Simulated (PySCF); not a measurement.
# CuHOH: relaxation and vibrations of the doublet

Aim: relax CuHOH as a doublet from a linear start, check by its vibrations whether the end is a minimum, and collect its spectrum and constants.

Method: PBE0, basis Cu def2-TZVP, H def2-TZVP, O def2-TZVP, no relativity, density fitting; program: PySCF 2.14.0.

## (1) Where the work starts

4 atoms, charge 0, spin multiplicity 2.

Bond lengths: Cu1–H2 1.440 Å, Cu1–O3 1.750 Å, O3–H4 0.960 Å. Angles: H2–Cu1–O3 180.0°, Cu1–O3–H4 130.0°.

```xyz
4
charge 0 multiplicity 2
Cu    0.0000    0.0000    0.0000
H     0.0000    0.0000    1.4400
O     0.0000    0.0000   -1.7500
H     0.7354    0.0000   -2.3671
```

## (2) First SCF at the start

The steps below are one call of a driver around PySCF. For each, scf.py gives the equivalent set-up of the SCF; relaxations use the driver's own optimiser. After this first run the driver tries any further starts and a stability analysis.

The input, scf.py:

```python
from pyscf import gto, scf, dft
mol = gto.M(atom='''
Cu     0.000000     0.000000     0.000000
H      0.000000     0.000000     1.440000
O      0.000000     0.000000    -1.750000
H      0.735400     0.000000    -2.367100''',
    basis={'Cu': 'def2-TZVP', 'H': 'def2-TZVP', 'O': 'def2-TZVP'},
    charge=0, spin=1)
mf = dft.UKS(mol, xc='PBE0')
mf.grids.atom_grid = (50, 194)
aux = {'Cu': 'def2-universal-JKFIT', 'H': 'def2-universal-JKFIT', 'O': 'def2-universal-JKFIT'}
mf = mf.density_fit(auxbasis=aux)
mf.conv_tol = 1e-08
mf.diis_space = 10
mf.max_cycle = 60
mf.init_guess = 'minao'
mf.verbose = 4
mf.kernel()
```

On the command line:

```sh
$ OMP_NUM_THREADS=4 python axn.py task.json out
```

What it wrote:

```text
init E= -1716.19991784534
[... the frontier-level lines of each cycle are left out ...]
cycle= 1 E= -1714.69480711512  delta_E= 1.51  |g|= 3.14  |ddm|= 1.36
cycle= 2 E= -1707.29252559077  delta_E=  7.4  |g|= 6.31  |ddm|= 4.77
cycle= 3 E= -1715.85739764557  delta_E= -8.56  |g|= 1.68  |ddm|= 4.12
cycle= 4 E= -1715.58780297825  delta_E= 0.27  |g|= 1.48  |ddm|= 1.38
cycle= 5 E= -1716.56536115911  delta_E= -0.978  |g|= 0.181  |ddm|= 1.11
cycle= 6 E= -1716.58492855793  delta_E= -0.0196  |g|= 0.171  |ddm|= 0.227
cycle= 7 E= -1716.59232823218  delta_E= -0.0074  |g|= 0.0885  |ddm|= 0.0997
cycle= 8 E= -1716.59644027685  delta_E= -0.00411  |g|= 0.0387  |ddm|= 0.129
cycle= 9 E= -1716.59736647376  delta_E= -0.000926  |g|= 0.0183  |ddm|= 0.0566
cycle= 10 E= -1716.59779145757  delta_E= -0.000425  |g|= 0.00463  |ddm|= 0.0541
cycle= 11 E= -1716.59789651522  delta_E= -0.000105  |g|= 0.00406  |ddm|= 0.0211
cycle= 12 E= -1716.59804378975  delta_E= -0.000147  |g|= 0.00212  |ddm|= 0.041
cycle= 13 E= -1716.59810523795  delta_E= -6.14e-05  |g|= 0.0012  |ddm|= 0.0323
cycle= 14 E= -1716.59811954039  delta_E= -1.43e-05  |g|= 0.000353  |ddm|= 0.0153
cycle= 15 E= -1716.59812168098  delta_E= -2.14e-06  |g|= 0.000131  |ddm|= 0.00821
cycle= 16 E= -1716.59812172861  delta_E= -4.76e-08  |g|= 4.69e-05  |ddm|= 0.00114
cycle= 17 E= -1716.59812173368  delta_E= -5.07e-09  |g|= 3.17e-05  |ddm|= 0.000157
Extra cycle  E= -1716.59812173502  delta_E= -1.34e-09  |g|= 6.19e-05  |ddm|= 7.25e-05
converged SCF energy = -1716.59812173502  <S^2> = 0.75436177  2S+1 = 2.004357
```

This step, with its further starts and checks, ran for 8.8 s (4 threads of Arm Neoverse V2, shared host).

Energies from each starting density:

| start | energy (Eh) |
| --- | --- |
| the minimal-basis guess | -1716.598122 |
| a thermally smeared density | -1716.598122 |
| a smeared PBE density | -1716.598122 |

The test of internal stability and the other starts found no lower solution of this spin.

## (3) Relaxing the doublet from the linear start

The program finds Cs symmetry in the start, which this walk keeps.

Changes to scf.py since step 2:

```diff
@@ -3,4 +3,4 @@
-Cu     0.000000     0.000000     0.000000
-H      0.000000     0.000000     1.440000
-O      0.000000     0.000000    -1.750000
-H      0.735400     0.000000    -2.367100''',
+Cu    -0.009157     0.000000     0.357368
+H     -0.009157     0.000000     1.797368
+O     -0.009157     0.000000    -1.392632
+H      0.726243     0.000000    -2.009732''',
@@ -16 +15,0 @@
-mf.init_guess = 'minao'
```

The optimiser's trace:

| step | energy (Eh) | change (kJ/mol) | largest symmetric gradient (Eh/bohr) |
| --- | --- | --- | --- |
| 0 | -1716.598122 | 0.00 | 0.01942 |
| 1 | -1716.600108 | -5.21 | 0.00912 |
| 2 | -1716.600895 | -7.28 | 0.00151 |
| 3 | -1716.600908 | -7.32 | 0.00049 |
| 4 | -1716.600916 | -7.34 | 0.00051 |
| 5 | -1716.600918 | -7.34 | 0.00052 |
| 6 | -1716.600921 | -7.35 | 0.00025 |

The walk took 7.1 s.

Positions (Å) and forces (eV/Å) along the way:

```
step 0
Cu  -0.009   0.000   0.357   0.708   0.000  -0.682
H   -0.009   0.000   1.797  -0.326   0.000   0.999
O   -0.009   0.000  -1.393  -0.282   0.000  -0.670
H    0.726   0.000  -2.010  -0.099   0.000   0.353
step 1
Cu   0.027   0.000   0.353   0.412   0.000  -0.446
H   -0.031   0.000   1.821  -0.192   0.000   0.469
O   -0.018   0.000  -1.409  -0.334   0.000  -0.112
H    0.721   0.000  -2.013   0.114   0.000   0.089
step 3
Cu   0.071   0.000   0.343   0.005   0.000  -0.013
H   -0.054   0.000   1.840   0.004   0.000  -0.021
O   -0.036   0.000  -1.421  -0.022   0.000   0.008
H    0.719   0.000  -2.009   0.014   0.000   0.026
step 6
Cu   0.067   0.000   0.339  -0.007   0.000  -0.002
H   -0.049   0.000   1.834   0.002   0.000   0.013
O   -0.043   0.000  -1.425   0.004   0.000  -0.011
H    0.724   0.000  -1.996   0.000   0.000   0.000
```

After 6 steps and 7.3 kJ/mol it ends at Cs: Cu–H 1.499 Å, Cu–O 1.767 Å, O–H 0.957 Å; Cu–O–H 123.1°, H–Cu–O 172.0°.

## (4) Frequencies

On the finer grid the gradient is checked again; gradients at displacements of ±0.02 bohr then give force constants and infrared intensities.

Changes to scf.py since step 3:

```diff
@@ -3,4 +3,4 @@
-Cu    -0.009157     0.000000     0.357368
-H     -0.009157     0.000000     1.797368
-O     -0.009157     0.000000    -1.392632
-H      0.726243     0.000000    -2.009732''',
+Cu     0.014126     0.000000     0.358853
+H     -0.100064     0.000000     1.854883
+O     -0.095253     0.000000    -1.405441
+H      0.672098     0.000000    -1.976655''',
@@ -10 +10 @@
-mf.grids.atom_grid = (50, 194)
+mf.grids.atom_grid = (75, 302)
@@ -13 +13 @@
-mf.conv_tol = 1e-08
+mf.conv_tol = 1e-10
```

The driver hands on the density of the step before, so the log starts near convergence.

SCF at the final geometry:

```text
init E= -1716.60084373104
[... the frontier-level lines of each cycle are left out ...]
cycle= 1 E= -1716.60084373103  delta_E= 7.73e-12  |g|= 1.12e-06  |ddm|= 1.21e-06
Extra cycle  E= -1716.60084373103  delta_E= 8.41e-12  |g|= 2.45e-06  |ddm|= 1.71e-06
converged SCF energy = -1716.60084373103  <S^2> = 0.75441572  2S+1 = 2.0044109
```

The whole step took 41 s.

Geometry: Cs; Cu–H 1.500 Å, Cu–O 1.768 Å, O–H 0.957 Å; Cu–O–H 123.1°, H–Cu–O 172.1°.

Harmonic modes (main isotopes):

| symmetry | ω (cm⁻¹) | IR (km/mol) |
| --- | --- | --- |
| a'' | 324i | 266 |
| a' | 484 | 65.4 |
| a' | 666 | 158 |
| a' | 747 | 112 |
| a' | 1940 | 446 |
| a' | 3931 | 97.2 |

1 mode is imaginary, the largest at 324i cm⁻¹: a saddle point, not a minimum.

Properties at this point:

```
Dipole moment                                                   : 1.66 D
Highest occupied level                                          : -7.92 eV
Lowest empty level                                              : -4.86 eV
Rotational constants                                            : 27.9, 0.3577, 0.3532 cm⁻¹
Zero-point energy (real modes)                                  : 46.5 kJ/mol
Principal polarisabilities                                      : 20.3, 26.0, 61.3 bohr³
Atomisation energy without zero-point energy                    : 882 kJ/mol
Principal traceless quadrupole moments about the centre of mass : -6.99, 1.60, 5.40 D Å
Spin squared ⟨S²⟩                                               : 0.754
```

Populations by atom (charges in e):

| atom | Mulliken | Löwdin | polar tensor | spin (Mulliken) | Mayer order to Cu1 |
| --- | --- | --- | --- | --- | --- |
| Cu1 | 0.35 | 0.41 | 1.19 | 0.91 | – |
| H2 | 0.01 | -0.15 | -0.49 | 0.01 | 0.90 |
| O3 | -0.68 | -0.41 | -0.97 | 0.09 | 0.87 |
| H4 | 0.32 | 0.15 | 0.27 | -0.01 | 0.00 |

Mulliken populations on Cu1: s 6.83, p 12.40, d 9.42, f 0.00.

## (5) Leaving the saddle point

The start is the last point, displaced along its most imaginary mode.

The program finds C1 symmetry in the start. The walk stops when the largest gradient is under 0.0003 Eh/bohr and the energy has settled too.

Changes to scf.py since step 4:

```diff
@@ -3,4 +3,4 @@
-Cu     0.014126     0.000000     0.358853
-H     -0.100064     0.000000     1.854883
-O     -0.095253     0.000000    -1.405441
-H      0.672098     0.000000    -1.976655''',
+Cu     0.014844    -0.003391     0.359102
+H     -0.099346     0.120000     1.855132
+O     -0.094534     0.003831    -1.405192
+H      0.672817     0.030934    -1.976406''',
@@ -10 +10 @@
-mf.grids.atom_grid = (75, 302)
+mf.grids.atom_grid = (50, 194)
@@ -13 +13 @@
-mf.conv_tol = 1e-10
+mf.conv_tol = 1e-08
```

Energy and gradient, step by step:

| step | energy (Eh) | change (kJ/mol) | largest gradient (Eh/bohr) |
| --- | --- | --- | --- |
| 0 | -1716.601011 | 0.00 | 0.00231 |
| 1 | -1716.601035 | -0.07 | 0.00136 |
| 2 | -1716.601356 | -0.91 | 0.00824 |
| 3 | -1716.601657 | -1.70 | 0.01777 |
| 4 | -1716.601829 | -2.15 | 0.02350 |
| 5 | -1716.602381 | -3.60 | 0.02112 |
| 6 | -1716.603843 | -7.44 | 0.00797 |
| 7 | -1716.603965 | -7.76 | 0.00416 |
| 8 | -1716.603986 | -7.81 | 0.00169 |
| 9 | -1716.603997 | -7.84 | 0.00063 |
| 10 | -1716.604002 | -7.85 | 0.00046 |
| 11 | -1716.604003 | -7.86 | 0.00020 |

The walk took 17 s.

Positions (Å) and forces (eV/Å) along the way:

```
step 0
Cu   0.015  -0.003   0.359  -0.009  -0.053   0.119
H   -0.099   0.120   1.855   0.010   0.027  -0.086
O   -0.095   0.004  -1.405  -0.009   0.016  -0.041
H    0.673   0.031  -1.976   0.007   0.010   0.007
step 1
Cu   0.014  -0.008   0.360  -0.008  -0.061   0.070
H   -0.099   0.123   1.853   0.008   0.033  -0.053
O   -0.095   0.005  -1.405  -0.012   0.017  -0.022
H    0.673   0.032  -1.975   0.011   0.011   0.005
step 6
Cu  -0.135  -0.386   0.347   0.012   0.128  -0.058
H    0.040   0.345   1.644  -0.001  -0.066  -0.022
O   -0.142   0.040  -1.374   0.398  -0.018  -0.142
H    0.731   0.152  -1.784  -0.409  -0.045   0.222
step 11
Cu  -0.130  -0.359   0.344   0.006  -0.002  -0.007
H    0.036   0.331   1.660  -0.002   0.001   0.005
O   -0.137   0.029  -1.382   0.003   0.005  -0.009
H    0.725   0.150  -1.789  -0.007  -0.004   0.011
```

End point (C1, 11 steps, 7.9 kJ/mol gained): Cu–H 1.495 Å, Cu–O 1.769 Å, O–H 0.962 Å; Cu–O–H 115.9°, H–Cu–O 139.3°.

## (6) Frequencies

The same treatment as at the point before.

Changes to scf.py since step 5:

```diff
@@ -3,4 +3,4 @@
-Cu     0.014844    -0.003391     0.359102
-H     -0.099346     0.120000     1.855132
-O     -0.094534     0.003831    -1.405192
-H      0.672817     0.030934    -1.976406''',
+Cu    -0.009528    -0.091779     0.350300
+H      0.154540     0.598672     1.666656
+O     -0.019662     0.297090    -1.375255
+H      0.844468     0.416191    -1.780292''',
@@ -10 +10 @@
-mf.grids.atom_grid = (50, 194)
+mf.grids.atom_grid = (75, 302)
@@ -13 +13 @@
-mf.conv_tol = 1e-08
+mf.conv_tol = 1e-10
```

Log of the central SCF (cycles and frontier levels):

```text
init E= -1716.60393997241
[... the frontier-level lines of each cycle are left out ...]
cycle= 1 E= -1716.60393997241  delta_E= 2.73e-12  |g|= 5.03e-06  |ddm|= 4.96e-06
Extra cycle  E= -1716.60393997239  delta_E= 1.66e-11  |g|= 1.05e-05  |ddm|= 7.52e-06
converged SCF energy = -1716.60393997239  <S^2> = 0.75630392  2S+1 = 2.006294
```

The whole step ran for 48 s (4 threads of Arm Neoverse V2, shared host).

Geometry: C1; Cu–H 1.495 Å, Cu–O 1.769 Å, O–H 0.962 Å; Cu–O–H 115.7°, H–Cu–O 139.3°.

Harmonic modes (main isotopes):

```json
{"symmetry": "a", "ω (cm⁻¹)": "353", "IR (km/mol)": "70.8"}
{"symmetry": "a", "ω (cm⁻¹)": "497", "IR (km/mol)": "132"}
{"symmetry": "a", "ω (cm⁻¹)": "635", "IR (km/mol)": "48.1"}
{"symmetry": "a", "ω (cm⁻¹)": "677", "IR (km/mol)": "82.8"}
{"symmetry": "a", "ω (cm⁻¹)": "1884", "IR (km/mol)": "73.4"}
{"symmetry": "a", "ω (cm⁻¹)": "3870", "IR (km/mol)": "106"}
```

All wavenumbers are real: a minimum.

Properties at this point:

* Dipole moment: 1.79 D
* Highest occupied level: -8.14 eV
* Lowest empty level: -4.16 eV
* Rotational constants: 10.49, 0.3651, 0.3616 cm⁻¹
* Zero-point energy: 47.3 kJ/mol
* Principal polarisabilities: 21.8, 24.5, 59.7 bohr³
* Atomisation energy without zero-point energy: 890 kJ/mol
* Principal traceless quadrupole moments about the centre of mass: -6.20, 0.10, 6.10 D Å
* Entropy at 298.15 K and 1 bar (electronic part: spin only): 262.5 J/(mol K)
* Heat capacity Cp at 298.15 K: 52.8 J/(mol K)
* Enthalpy at 298.15 K above 0 K: 12.15 kJ/mol
* Rotational symmetry number: 1
* Spin squared ⟨S²⟩: 0.756

Charges (e) and bond orders:

| atom | Mulliken | Löwdin | polar tensor | spin (Mulliken) | Mayer order to Cu1 |
| --- | --- | --- | --- | --- | --- |
| Cu1 | 0.41 | 0.31 | 0.65 | 0.56 | – |
| H2 | -0.09 | -0.12 | -0.27 | 0.15 | 0.91 |
| O3 | -0.65 | -0.34 | -0.66 | 0.30 | 0.96 |
| H4 | 0.33 | 0.16 | 0.28 | -0.01 | 0.01 |

Outer orbital energies (eV). α occupied: -12.37, -11.48, -10.69, -10.60, -10.18, -9.26, -8.62, -8.14; empty: -0.70, 1.37, 2.03, 2.71. β occupied: -13.59, -11.14, -10.27, -10.18, -9.94, -9.51, -8.37, -8.23; empty: -4.16, -0.41, 1.55, 2.18.

Mulliken populations on Cu1: s 6.79, p 12.31, d 9.49, f 0.00.

## (7) All stationary points

| spin | group | bonds | imaginary modes (cm⁻¹) | ΔE (kJ/mol) | with zero-point energy |
| --- | --- | --- | --- | --- | --- |
| doublet | C1 | Cu–H 1.495 Å, Cu–O 1.769 Å, O–H 0.962 Å | none | 0.0 | 0.0 |
| doublet | Cs | Cu–H 1.500 Å, Cu–O 1.768 Å, O–H 0.957 Å | 324i | 8.1 | – |

## (8) Summary of results

| quantity | value |
| --- | --- |
| minimum | doublet, C1 |
| geometry | Cu–H 1.495 Å, Cu–O 1.769 Å, O–H 0.962 Å; Cu–O–H 115.7°, H–Cu–O 139.3° |
| wavenumbers (cm⁻¹) | 353 (a), 497 (a), 635 (a), 677 (a), 1884 (a), 3870 (a) |
| dipole moment | 1.79 D |
| highest occupied, lowest empty level (either spin) | -8.14, -4.16 eV |
| polar-tensor charge of Cu1 | +0.65 e |
| zero-point energy | 47.3 kJ/mol |
| entropy at 298.15 K | 262.5 J/(mol K) |
| atomisation energy (no zero-point energy) | 890 kJ/mol |
| ⟨S²⟩ | 0.756 |

What this shows: The linear start ends in a minimum without symmetry. The strongest infrared band lies at 497 cm⁻¹ (a). Most of the spin sits on Cu1 (Mulliken spin 0.56, against 1 for the whole molecule). Only this shape and spin were tried, so other structures or states may lie lower. One determinant may miss the lowest occupation of an open d or f shell.

The search up to here took 2 min.
